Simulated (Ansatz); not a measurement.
# NiMoIrPdW (I4mm) in Ansatz: relaxation of cell and atoms with RPBE

Aim: the relaxation of cell and atoms of NiMoIrPdW with RPBE.

Program: Ansatz 0.2.0. These are calculated values, not measurements. Logs are shortened: lines on timing, memory, paths and dates and some standing lists are left out, and cuts for length are marked.

### Step 1. The structure

It takes space group I4mm (No. 107, tetragonal). The conventional cell has a = 2.740 Å, b = 2.740 Å, c = 19.433 Å, α = 90.00°, β = 90.00°, γ = 90.00°. Around Ni (site symmetry 4mm) lie 4 Mo at 2.60 Å and 4 Pd at 2.67 Å and 4 Ni at 2.74 Å. Mo (site symmetry 4mm) has 4 Ni at 2.60 Å and 4 Mo at 2.74 Å and 4 W at 2.94 Å as nearest neighbours. Pd (site symmetry 4mm) is surrounded by 4 Ni at 2.67 Å and 4 Pd at 2.74 Å and 4 Ir at 2.83 Å. Ir (site symmetry 4mm) is surrounded by 4 W at 2.69 Å and 4 Ir at 2.74 Å and 4 Pd at 2.83 Å. Around W (site symmetry 4mm) lie 4 Ir at 2.69 Å and 4 W at 2.74 Å and 4 Mo at 2.94 Å.

The cell was built by a generator and needn't be a form met in nature.

### Step 2. Relaxation of cell and atoms, RPBE, collinear spin, ferromagnetic start

Input file input.yaml:

```yaml
crystal:
  lattice:
    - [-1.37004, 1.37004, 9.71647]
    - [1.37004, -1.37004, 9.71647]
    - [1.37004, 1.37004, -9.71647]
  atoms:
    - { symbol: Ni, position: [0.19862, 0.19862, 0.0], spin: 1.0 }
    - { symbol: Mo, position: [0.60922, 0.60922, 0.0], spin: 1.0 }
    - { symbol: Pd, position: [0.7931, 0.7931, 0.0] }
    - { symbol: Ir, position: [0.39944, 0.39944, 0.0], spin: 0.6 }
    - { symbol: W, position: [0.99565, 0.99565, 0.0] }
hamiltonian:
  xc: rpbe
  pseudopotentials: { kind: paw }
magnetization:
  spin_polarized: true
kpoints:
  mp_grid: { grid: [10, 10, 10] }
scf:
  occupations: { method: fermi_dirac, width: 0.05 }
output:
  forces: true
  stress: true
  eigenvalues: true
relax:
  f_tol: 0.01
  max_steps: 40
  cell: { stress_tol: 0.05 }
```

Potentials or basis: Ansatz PAW.

The run is started by

```bash
$ ansatz run input.yaml --threads 8 --pin off --max-ram 20480MiB --backend cpu --events-out ev --progress --plain --runs-dir out
```

The log of the run:

```text
Warning: RAYON_NUM_THREADS=8 ignored (pool sized by the plan → 8); use --threads N
basis.fft_grid_basis auto: the FFT boxes are laid along the combinations [[1, 0, 1], [0, 1, 1], [0, 0, 1]] of the cell's own vectors, 2.740, 2.740 and 9.908 Å long. The dense box has 20×20×72 points. Along the cell's own vectors, as sized, it would have 72×72×72, 12.96 times as many. Of the 8 symmetry operations that the crystal satisfies within crystal.symmetry.tolerance (time reversal apart; of a slab, those that keep its plane) the dense box along the cell's own vectors carries 8, and the one as laid loses 6 of those. basis.fft_grid_basis: typed keeps the cell's own vectors: state it where this run's energies or levels are differenced outside the engine with another run's, or held beside a run that keeps those vectors.
Engine: ansatz 0.2.0, aarch64-unknown-linux-gnu
Pseudopotentials: kind: paw
Pseudopotential: Ni, paw, valence charge 18, recommended cutoff 420 eV (normal), Ni.paw.azcp
Pseudopotential: Mo, paw, valence charge 14, recommended cutoff 420 eV (normal), Mo.paw.azcp
Pseudopotential: Pd, paw, valence charge 18, recommended cutoff 420 eV (normal), Pd.paw.azcp
Pseudopotential: Ir, paw, valence charge 17, recommended cutoff 420 eV (normal), Ir.paw.azcp
Pseudopotential: W, paw, valence charge 14, recommended cutoff 420 eV (normal), W.paw.azcp
Functional definition: RPBE
  parameter kappa = 0.804
  parameter beta = 0.06672455060314922
  exchange = rpbe_x(kappa = kappa, mu = beta*pi^2/3)
  correlation = pbe_c(beta = beta)
Crystal: 5 atoms, lattice volume = 72.952 Å³
Basis set: ecut = 420 eV, 1445 PW (Γ), FFT grids on a1+a3, a2+a3, a3, exchange–correlation on 40×40×144 points (8 copies of the dense FFT grid, shifted against one another)
Bands: 51, of which v1, the nominal top of the filled ones, is band 41 counted from 1 (40 counted from 0)
Symmetry: 8 space group operations
Space group: I4mm (ITA 107), of the structure as read, at distance tolerance 4.2e-5 Å
Magnetic group: BNS 107.227 (UNI 887), of the structure as read, at distance tolerance 4.2e-5 Å
k-points: 102 of 1000 (time reversal used)
Non-local potential: Ni, projectors of the file, l = 0: 3, l = 1: 2, l = 2: 3, l = 3: 1
Non-local potential: Mo, projectors of the file, l = 0: 3, l = 1: 2, l = 2: 2, l = 3: 1
Non-local potential: Pd, projectors of the file, l = 0: 2, l = 1: 2, l = 2: 2, l = 3: 1
Non-local potential: Ir, projectors of the file, l = 0: 3, l = 1: 2, l = 2: 2, l = 3: 1
Non-local potential: W, projectors of the file, l = 0: 3, l = 1: 2, l = 2: 2, l = 3: 1
PAW form: soft (Blöchl's): semilocal exchange-correlation on the pseudo side does not see the compensation charge
PAW frozen core: Ni, regenerated for the run's functional, and the local potential with it (the file was generated under x = pbe(κ = 0.804, μ = 0.2195149727645171), c = pbe(β = 0.06672455060314922))
PAW frozen core: Mo, regenerated for the run's functional, and the local potential with it (the file was generated under x = pbe(κ = 0.804, μ = 0.2195149727645171), c = pbe(β = 0.06672455060314922))
PAW frozen core: Pd, regenerated for the run's functional, and the local potential with it (the file was generated under x = pbe(κ = 0.804, μ = 0.2195149727645171), c = pbe(β = 0.06672455060314922))
PAW frozen core: Ir, regenerated for the run's functional, and the local potential with it (the file was generated under x = pbe(κ = 0.804, μ = 0.2195149727645171), c = pbe(β = 0.06672455060314922))
PAW frozen core: W, regenerated for the run's functional, and the local potential with it (the file was generated under x = pbe(κ = 0.804, μ = 0.2195149727645171), c = pbe(β = 0.06672455060314922))
PAW one-centre angular grid: Ni, 590 points (default); XC on 64 Gauss nodes
PAW one-centre angular grid: Mo, 590 points (default); XC on 64 Gauss nodes
PAW one-centre angular grid: Pd, 590 points (default); XC on 64 Gauss nodes
PAW one-centre angular grid: Ir, 590 points (default); XC on 64 Gauss nodes
PAW one-centre angular grid: W, 590 points (default); XC on 64 Gauss nodes
Initial density: superposition of atomic densities (chi_scale 0.1, normalization cell)
Starting moments: Σ|m| = 2.6 μB on 3 of 5 sites
Initial wavefunctions: pseudopotential atomic-orbital guess
Functional: x = rpbe, c = pbe(β = 0.06672455060314922)
SCF iter   1: F=—  HF=-40142.770496 eV  |F-HF|=—  |Δ(HF+E_count)|=         —  Δρ=1.56e-1 (↑1.52e-1 ↓1.56e-1)  dr2=3.00e2  dr2_m=2.51e-1  M=1.395 μB ∫|m|=1.544 μB  β_m=0.30  ethr=3.10e-3  ⟨swp⟩=6.7  Hψ=35609  notcnv=0  defer=2
Mixer restart at iter 1: flushing history
preconditioner: auto → Kerker (q_TF=auto, 2.776 Å⁻¹)  [metal: Δε(μ)=0.002 eV  Ē_g=6.448 eV  σ=0.050 eV  W_gap=0.01  n_scr=24 (ndim 8)  ℏωp=27.8 eV  f_vac=0.000  D(μ)=4.32/eV (n_scr^D=46)]
spin=Collinear: Kerker preconditioning applied to the charge; magnetization (m = ρ↑ − ρ↓) channel mixes plain (no charge-response kernel on spin).
SCF iter   2: F=—  HF=-40135.146850 eV  |F-HF|=—  |Δ(HF+E_count)|=    7.62e0  Δρ=5.30e-2 (↑5.30e-2 ↓4.09e-2)  dr2=5.09e0  dr2_m=2.14e-1  M=1.069 μB ∫|m|=1.377 μB  β_m=0.28  ethr=3.10e-3  ⟨swp⟩=3.3  Hψ=24495  notcnv=0  defer=362
[... 151 lines left out ...]
SCF iter  14: F=—  HF=-40134.772055 eV  |F-HF|=—  |Δ(HF+E_count)|=  7.49e-10  Δρ=5.29e-8 (↑5.29e-8 ↓5.29e-8)  dr2=1.13e-11  dr2_m=2.02e-16  M=-0.000 μB ∫|m|=0.000 μB  β_m=0.41  ethr=1.00e-12  ⟨swp⟩=2.0  Hψ=14164  notcnv=0
SCF iter  15: F=—  HF=-40134.772055 eV  |F-HF|=—  |Δ(HF+E_count)|=  2.18e-11  Δρ=3.26e-8 (↑3.25e-8 ↓3.26e-8)  dr2=4.62e-12  dr2_m=1.38e-16  M=-0.000 μB ∫|m|=0.000 μB  β_m=0.49  ethr=1.00e-12  ⟨swp⟩=1.0  Hψ=10404  notcnv=0
SCF iter  16: F=—  HF=-40134.772055 eV  |F-HF|=—  |Δ(HF+E_count)|=    0.00e0  Δρ=4.36e-8 (↑4.32e-8 ↓4.36e-8)  dr2=1.15e-11  dr2_m=6.84e-17  M=-0.000 μB ∫|m|=0.000 μB  β_m=0.45  ethr=1.00e-12  ⟨swp⟩=1.0  Hψ=10404  notcnv=0  recentre
SCF iter  17: F=—  HF=-40134.772055 eV  |F-HF|=—  |Δ(HF+E_count)|=  1.46e-11  Δρ=1.36e-8 (↑1.34e-8 ↓1.36e-8)  dr2=1.12e-12  dr2_m=1.63e-17  M=-0.000 μB ∫|m|=0.000 μB  β_m=0.68  ethr=1.00e-12  ⟨swp⟩=1.0  Hψ=10404  notcnv=0
SCF iter  18: F=—  HF=-40134.772055 eV  |F-HF|=—  |Δ(HF+E_count)|=  7.28e-12  Δρ=1.31e-7 (↑1.31e-7 ↓1.31e-7)  dr2=6.80e-11  dr2_m=1.66e-19  M=-0.000 μB ∫|m|=0.000 μB  β_m=0.57  ethr=1.00e-12  ⟨swp⟩=1.0  Hψ=10404  notcnv=0
SCF iter  19: F=-40134.772055 eV  HF=-40134.772055 eV  |F-HF|=1.46e-11  |Δ(HF+E_count)|=    0.00e0  Δρ=2.80e-8 (↑2.80e-8 ↓2.80e-8)  dr2=4.96e-12  dr2_m=1.10e-19  M=-0.000 μB ∫|m|=0.000 μB  ethr=1.00e-12  ⟨swp⟩=2.0  Hψ=25966  notcnv=0
the starting moments were not kept: the SCF closed with an absolute magnetisation of 7.5e-10 μB, where they sum to 2.6 μB in size (3 sites). That is at most 0.1 of that sum. Measured as dr2_m measures the in/out step, that magnetisation stands 1.3e-19 eV from none, at or under the dr2_threshold of 5.0e-11 eV: it is no larger than a step whose dr2_m would equal this threshold.
SCF 7 converged in 19 iterations: F = -40134.772055 eV  dr2 = 4.96e-12
relax step   7: F+E_penalty+E_count = -40134.77205514 eV  Δ(F+E_penalty+E_count) = -6.018e-4 eV  max|allowed force component| = 3.564e-3 eV/Å  Δτ_max = 0.0000 Å  P = -0.020 GPa  Ω = 74.266 Å³  stress off target by 3.86e-2 GPa  SCF on the basis re-selected at this cell (its energy is not comparable with the rows above)  (19 SCF iters)
basis re-selected at this cell: Δ(F+E_penalty+E_count) = -6.018e-4 eV, ΔP = -0.010 GPa vs the last step (what re-selecting the basis moved, of the pressure what is left beyond the Pulay correction that the steps carried, after the strain that the cell walked since its last selection, with what the two solves' SCF thresholds leave and, on support functions, any second-order correction that the steps lacked; it is no measure of the basis error at this ecutwfc). This SCF's stress stands 3.86e-2 GPa from its target on what of the cell is left free (relax.cell.stress_tol is 5.00e-2 GPa) and its largest allowed force component is 3.56e-3 eV/Å (relax.f_tol is 1.00e-2 eV/Å): within both
SCF converged after 19 iterations
Magnetization: -0.0000 μB (40.5000 up, 40.5000 down)
Absolute magnetization: 0.0000 μB (∫|ρ↑−ρ↓|, with the PAW one-centre terms)
Spin contamination: 0.0000 ħ² per cell (⟨S²⟩ above its minimum at these occupations)
Per-site moments (μB) at R_I (Å): [(1.292440366681357e-10, 1.081343928700542), (-4.2118085598220656e-11, 1.081343928700542), (-6.018062101487994e-12, 1.1148309418212305), (-3.1039774287968516e-10, 1.1152658985010762), (4.452001065782277e-11, 1.1152658985010762)]
Free energy (F): -40134.772055 eV
Harris-Foulkes:  -40134.772055 eV  (|F-HF|=1.46e-11)
Internal energy: -40134.744311 eV  (E = F + TS)
E sigma→0 (E₀):  -40134.758183 eV
Entropy (-TS):   -0.027745 eV (-5.549 meV/atom)
Fermi energy:    20.517912 eV
--- Per-component energies (eV) ---
  E_band       = -692.181180
  E_kinetic    = 2306.512924
  E_local      = -8913.440416  (includes V_loc(G=0)·N_el)
  E_nonlocal   = 1065.955273
  E_hartree    = 3644.843918
  E_xc         = -971.556657
  E_vxc        = -1086.689889  (∫ρ·V_xc dr)
  E_paw        = -26413.361341  (= ΣΔE_a)
  E_vpaw       = -1354.207671  (= ΣTr[D̂ρ^β])
  E_aug_tail   = 0.000855  (compensation charges beyond the density's cutoff)
  E_ewald      = -10853.405500
  E_core_change = -0.293366  (= ΣΔE_core)
  E_smearing   = -0.027745  (= −TS)
  E_closure    = -0.000000  (closes the sum)
  Σ components = -40134.772055   (vs F -40134.772055, Δ=0.00e0)
--- Forces (eV/Å), atoms counted from 1 ---
  atom   1  Ni     0.00000000    -0.00000000    -0.00231899
  atom   2  Mo     0.00000000     0.00000000     0.00356443
  atom   3  Pd     0.00000000    -0.00000000     0.00007772
  atom   4  Ir    -0.00000000     0.00000000    -0.00268414
  atom   5  W     -0.00000000    -0.00000000     0.00136228
  max |Σ_I F_I| component: 1.30e-6 eV/Å
--- Stress (GPa, compression-positive) ---
       -0.038619       0.000000       0.000000
        0.000000      -0.038619      -0.000000
        0.000000      -0.000000       0.016246
  P = ⅓ Tr σ = -0.0203 GPa (-0.203 kbar)
--- Band table (eV; the first three rows and the last of 204) ---
  k-point 0 ↑: bands = ["-82.5795", "-71.6255", "-63.7679", "-53.3644", "-42.9380", "-42.8601", "-42.8601", "-40.4031", "-29.5152", "-29.3751", "-29.3751", "-28.5446", "-28.3441", "-28.3441", "-17.6877", "-17.1743", "-17.1743", "-14.4851", "-13.9864", "-13.9864", "11.6269", "13.8704", "14.0704", "14.8725", "14.9672", "15.9969", "16.1927", "16.9490", "17.8240", "18.0915", "18.0915", "18.4467", "18.9226", "19.0840", "19.0840", "19.4721", "19.5097", "19.6572", "19.6572", "19.9096", "20.6626", "20.7483", "21.6232", "21.7944", "21.7944", "22.4026", "23.6069", "23.9649", "23.9649", "24.8200", "33.0905"]
  k-point 1 ↑: bands = ["-82.5790", "-71.6220", "-63.7643", "-53.3536", "-42.9370", "-42.8636", "-42.8633", "-40.3837", "-29.5103", "-29.3956", "-29.3941", "-28.5383", "-28.3775", "-28.3759", "-17.6682", "-17.2574", "-17.2495", "-14.4659", "-14.0706", "-14.0635", "12.1830", "14.3168", "14.4875", "15.2224", "15.3423", "16.3105", "16.4271", "17.2303", "17.6184", "18.0628", "18.1644", "18.2007", "18.8720", "18.9480", "19.0814", "19.3172", "19.4336", "19.5973", "19.7393", "19.8011", "19.9341", "20.3464", "21.2972", "21.5157", "21.6396", "23.0698", "23.6560", "23.8424", "24.5669", "25.4703", "32.3378"]
  k-point 2 ↑: bands = ["-82.5776", "-71.6127", "-63.7552", "-53.3254", "-42.9346", "-42.8726", "-42.8718", "-40.3329", "-29.4979", "-29.4472", "-29.4435", "-28.5224", "-28.4621", "-28.4586", "-17.6182", "-17.4622", "-17.4427", "-14.4176", "-14.2788", "-14.2615", "13.6317", "15.3091", "15.5979", "16.0507", "16.1637", "16.7341", "17.0134", "17.2349", "17.4360", "17.8633", "17.9368", "18.2846", "18.3374", "18.4915", "18.6994", "18.8803", "19.1767", "19.5854", "19.6367", "19.6668", "20.2770", "20.3018", "21.2346", "21.5249", "21.9518", "22.7681", "23.3230", "23.5369", "26.2101", "27.3396", "30.5669"]
  k-point 101 ↓: bands = ["-82.5795", "-71.6255", "-63.7679", "-53.3644", "-42.9380", "-42.8601", "-42.8601", "-40.4031", "-29.5152", "-29.3751", "-29.3751", "-28.5447", "-28.3441", "-28.3441", "-17.6877", "-17.1743", "-17.1743", "-14.4852", "-13.9864", "-13.9864", "11.7269", "13.2802", "14.2548", "14.8658", "15.4669", "16.0277", "16.2973", "16.7582", "17.9686", "18.1115", "18.1115", "18.5427", "18.8700", "18.9528", "18.9528", "19.2483", "19.4728", "19.8447", "19.8447", "19.9080", "20.4551", "20.7494", "20.8351", "21.6447", "21.6447", "23.6062", "23.6209", "24.0672", "24.0672", "24.8205", "31.6040"]
--- Relaxed structure (6 steps of the walk, 5 accepted, 1 SCFs on fresh bases) ---
  F+E_penalty+E_count = -40134.77205514 eV   max|allowed force component| = 3.564e-3 eV/Å   (the final SCF, on the basis selected at the relaxed cell)
  cell:  # Å, volume = 74.2663 Å³
    - [-1.3751571466369, 1.3751571466369, 9.818092095915636]
    - [1.3751571466369, -1.3751571466369, 9.818092095915636]
    - [1.3751571466369, 1.3751571466369, -9.818092095915636]
  atoms:
    - { symbol: Ni, position: [0.19813178237486295, 0.19813178237486295, 2.607375456067197e-18] }
    - { symbol: Mo, position: [0.6086137835406799, 0.6086137835406799, 9.240370044805768e-18] }
    - { symbol: Pd, position: [0.7937058854604401, 0.7937058854604401, 1.3974773588360058e-17] }
    - { symbol: Ir, position: [0.3999635654459617, 0.3999635654459617, 7.342883723225757e-18] }
    - { symbol: W, position: [0.9956149831780554, 0.9956149831780554, 1.6434296011297654e-17] }
```

Run time: 3.7 min. Hardware: 8 threads of Arm Neoverse N1, shared host; peak memory 0.99 GiB.

Results:

* Free energy: -40134.7721 eV
* Relaxed volume: 14.85 Å³/atom
* Relaxed cell: a = 10.009 Å, b = 10.009 Å, c = 10.009 Å, α = 164.21°, β = 164.21°, γ = 22.41°
* Space group after relaxing (to 0.05 Å): I4mm (No. 107)
* Energy gained by relaxing: 3.5 meV/atom
* Ionic steps: 6
* Pressure after relaxing: 0.0 GPa
* Largest force after relaxing: 0.004 eV/Å
* Band gap on the k mesh: none (metal or under the smearing width)
* Net moment: 0.00 μB per cell
* Absolute moment: 0.00 μB per cell

Forces on the atoms (eV/Å):
```
Ni   0.000  0.000 -0.002
Mo   0.000  0.000  0.004
Pd   0.000  0.000  0.000
Ir   0.000  0.000 -0.003
W    0.000  0.000  0.001
```

Step by step:
| step | energy change (eV) | largest force (eV/Å) | volume (Å³) |
| --- | --- | --- | --- |
| 1 | 0.0000 | 0.0775 | 72.95 |
| 2 | -0.0164 | 0.0732 | 74.25 |
| 3 | -0.0168 | 0.0418 | 74.26 |
| 4 | -0.0170 | 0.0044 | 74.27 |
| 5 | -0.0170 | 0.0035 | 74.27 |
| 6 | -0.0176 | 0.0036 | 74.27 |

Final structure:
```
CELL_PARAMETERS angstrom
-1.37516 1.37516 9.81809
1.37516 -1.37516 9.81809
1.37516 1.37516 -9.81809
ATOMIC_POSITIONS crystal
Ni 0.19813 0.19813 0.00000
Mo 0.60861 0.60861 0.00000
Pd 0.79371 0.79371 0.00000
Ir 0.39996 0.39996 0.00000
W 0.99561 0.99561 0.00000
```

Caveat: the plane-wave basis is chosen anew once the cell has moved, so the energies of steps on either side of that aren't comparable; the PAW data sets come from PBE, with cores solved anew for the run's functional, which leaves a small shift of forces and pressure; the starting moments weren't kept. The run has no spin-orbit coupling, so splittings on Ir, W are missing.
